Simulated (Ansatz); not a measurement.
# Si started on a B site in zincblende BAs, 16 atoms, charge +1

Aim: a base single point, then the same cell under other settings, to see what each one moves.

Method: density functional theory in Ansatz 0.2.0, PAW datasets, plane waves.

1 further run of the same task is left out (it didn't finish).

**1. The starting cell**

16 atoms (7 B, 8 As, 1 Si); a = 9.536 Å, b = 4.768 Å, c = 4.768 Å, α = 90.00°, β = 90.00°, γ = 90.00°. All atoms were shaken off their sites by about 0.02 Å along each axis. Defect site 1: (0.500, 0.500, 0.500).

Coordinates:

```
CELL_PARAMETERS angstrom
9.53576 0.00000 0.00000
0.00000 4.76788 0.00000
0.00000 0.00000 4.76788
ATOMIC_POSITIONS crystal
B 0.00241 0.00379 0.99845
B 0.50284 0.00327 0.00570
B 0.25209 0.49407 0.00624
B 0.75049 0.50789 0.99751
B 0.24982 0.00846 0.49750
B 0.74984 0.00045 0.49633
B 0.00434 0.49825 0.49698
As 0.12438 0.25524 0.24950
As 0.62419 0.25215 0.25176
As 0.37499 0.75170 0.25094
As 0.87723 0.74863 0.25394
As 0.37292 0.25135 0.75339
As 0.87591 0.25214 0.75090
As 0.12034 0.74903 0.74545
As 0.62641 0.75345 0.75439
Si 0.49942 0.50604 0.49851
```

**2. Single point with PBEsol**

in.yaml reads:

```yaml
crystal:
  lattice:
    - [9.535764, 0.000000, 0.000000]
    - [0.000000, 4.767882, 0.000000]
    - [0.000000, 0.000000, 4.767882]
  atoms:
    - { symbol: B, position: [0.002410, 0.003785, 0.998449] }
    - { symbol: B, position: [0.502844, 0.003271, 0.005703] }
    - { symbol: B, position: [0.252087, 0.494072, 0.006244] }
    - { symbol: B, position: [0.750493, 0.507895, 0.997511] }
    - { symbol: B, position: [0.249820, 0.008462, 0.497496] }
    - { symbol: B, position: [0.749835, 0.000447, 0.496330] }
    - { symbol: B, position: [0.004339, 0.498248, 0.496977] }
    - { symbol: As, position: [0.124382, 0.255241, 0.249504] }
    - { symbol: As, position: [0.624192, 0.252146, 0.251757] }
    - { symbol: As, position: [0.374988, 0.751701, 0.250940] }
    - { symbol: As, position: [0.877233, 0.748630, 0.253937] }
    - { symbol: As, position: [0.372922, 0.251348, 0.753387] }
    - { symbol: As, position: [0.875908, 0.252139, 0.750903] }
    - { symbol: As, position: [0.120341, 0.749029, 0.745453] }
    - { symbol: As, position: [0.626414, 0.753447, 0.754392] }
    - { symbol: Si, position: [0.499422, 0.506042, 0.498511] }
kpoints:
  mp_grid: { grid: [2, 2, 2], shift: [0.5, 0.5, 0.5] }
hamiltonian:
  xc: pbesol
total_charge: 1
scf:
  occupations: { method: fermi_dirac, width: 0.01 }
output:
  forces: true
  eigenvalues: true
  populations: true
  charged_corrections: { epsilon: 9.8 }
```

Run with:

```console
$ ansatz run in.yaml --threads 8 --pin off --max-ram 13300MiB --runs-dir r --events-out ev --progress --plain
```

**3. Changed settings: 1 extra band, accuracy low**

in.yaml, as its differences from that of step 2:

```diff
@@ -1 +1,2 @@
+accuracy: low
 crystal:
@@ -29,2 +30,4 @@
   occupations: { method: fermi_dirac, width: 0.01 }
+  max_iter: 70
+  n_extra_bands: 1
 output:
@@ -32,3 +35,6 @@
   eigenvalues: true
-  populations: true
-  charged_corrections: { epsilon: 9.8 }
+  stress: true
+  write_density: true
+  write_potential: true
+  elf: true
+  volumetric_format: npy
```

**4. Run again with charge changed by 6**

in.yaml, as its differences from that of step 3:

```diff
@@ -1,2 +1 @@
-accuracy: low
 crystal:
@@ -27,3 +26,3 @@
   xc: pbesol
-total_charge: 1
+total_charge: 7
 scf:
@@ -31,3 +30,2 @@
   max_iter: 70
-  n_extra_bands: 1
 output:
@@ -36,5 +34 @@
   stress: true
-  write_density: true
-  write_potential: true
-  elf: true
-  volumetric_format: npy
```

**5. Variant: 1 extra band, at most 4 cycles**

in.yaml, as its differences from that of step 4:

```diff
@@ -26,6 +26,7 @@
   xc: pbesol
-total_charge: 7
+total_charge: 1
 scf:
   occupations: { method: fermi_dirac, width: 0.01 }
-  max_iter: 70
+  max_iter: 4
+  n_extra_bands: 1
 output:
@@ -34 +35,5 @@
   stress: true
+  write_density: true
+  write_potential: true
+  elf: true
+  volumetric_format: npy
```

**6. Changed settings: functional PBE0, density threshold 1e-09 eV, smearing width 0.03 eV**

in.yaml, as its differences from that of step 5:

```diff
@@ -25,8 +25,8 @@
 hamiltonian:
-  xc: pbesol
+  xc: pbe0
 total_charge: 1
 scf:
-  occupations: { method: fermi_dirac, width: 0.01 }
-  max_iter: 4
-  n_extra_bands: 1
+  occupations: { method: fermi_dirac, width: 0.03 }
+  max_iter: 80
+  convergence: { dr2_threshold: 1e-09 }
 output:
@@ -35,5 +35 @@
   stress: true
-  write_density: true
-  write_potential: true
-  elf: true
-  volumetric_format: npy
```

**Question.** What will these runs give? Wanted: for each run, settings; status; energy from base; forces from base.

The runs gave:

| settings | status | cycles | time | energy from base (meV/atom) | forces from base (eV/Å rms) | filled to empty level on the mesh (eV) |
| --- | --- | --- | --- | --- | --- | --- |
| base | converged | 8 | 3.2 s (8 CPU threads) | 0 | 0 | 2.07 |
| 1 extra band, accuracy low | converged, settings too loose | 8 | 3.4 s (8 CPU threads) | 0.0 | 0.000 | 2.07 |
| charge changed by 6 | converged | 9 | 2.9 s (8 CPU threads) | - | 0.387 | - |
| 1 extra band, at most 4 cycles | not converged | - | 2.3 s (8 CPU threads) | - | - | - |
| functional PBE0, density threshold 1e-09 eV, smearing width 0.03 eV | converged | 21 | 51 s (8 CPU threads) | - | 0.079 | 3.63 |

**What this shows.** Among these variants the forces move most with charge changed by 6 (0.387 eV/Å rms) and least with 1 extra band, accuracy low (0.000). 1 of 4 variants gave no result: 1 extra band, at most 4 cycles (not converged).
